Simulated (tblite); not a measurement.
# C6H10GeS: the cost of one run

Programs: tblite 0.8.0 and PySCF 2.14.0, with density-fitted response routines of our own. Each step states its level of theory. These are calculated values for one molecule in the gas phase, unless marked as measured. Atoms are numbered from 0 throughout.

### 1 The starting structure

18 atoms, charge 0, multiplicity 1; geometry from: force field or distance geometry start.

Bonds of the start (Å): C0–C1 1.21, C1–Ge2 1.89, Ge2–C3 1.94, C3–C4 1.33, C4–C5 1.51, C3–S6 1.80, S6–C7 1.82, C0–H8 1.05, Ge2–H9 1.55, Ge2–H10 1.55, C4–H11 1.08, C5–H12 1.12, C5–H13 1.11, C5–H14 1.12, C7–H15 1.10, C7–H16 1.11, C7–H17 1.11.

### 2 Geometry optimisation with GFN2-xTB

What the job is given:

```
{"job": {"kind": "relax", "xc": "GFN2-xTB", "basis": "xTB"}, "charge": 0, "multiplicity": 1}
C      3.571800    -0.474200     0.204500
C      2.546100    -0.267900     0.818500
Ge     0.967700     0.036500     1.806700
C     -0.490800     0.337900     0.561200
C     -0.445600     1.377600    -0.260400
C     -1.547600     1.693900    -1.242900
S     -1.880100    -0.811200     0.598400
C     -1.090800    -1.988800    -0.537200
H      4.457000    -0.649300    -0.340700
H      1.128700     1.290300     2.705200
H      0.643700    -1.198200     2.682700
H      0.412600     2.038400    -0.240300
H     -2.499900     1.870000    -0.686200
H     -1.666200     0.857400    -1.961200
H     -1.288800     2.621500    -1.806400
H     -0.876700    -1.499200    -1.497900
H     -1.790000    -2.836600    -0.717400
H     -0.159600    -2.391900    -0.098100
```

Run with:

```bash
$ OMP_NUM_THREADS=1 python probes_run.py task.json out
```

One launch serves the whole session: the jobs run in the order shown.

**Question.** How long does this first job take on 1 thread of Arm Neoverse V1, shared host, and how much memory does it need?

About 1.4 s, with a peak of 0.18 GiB.
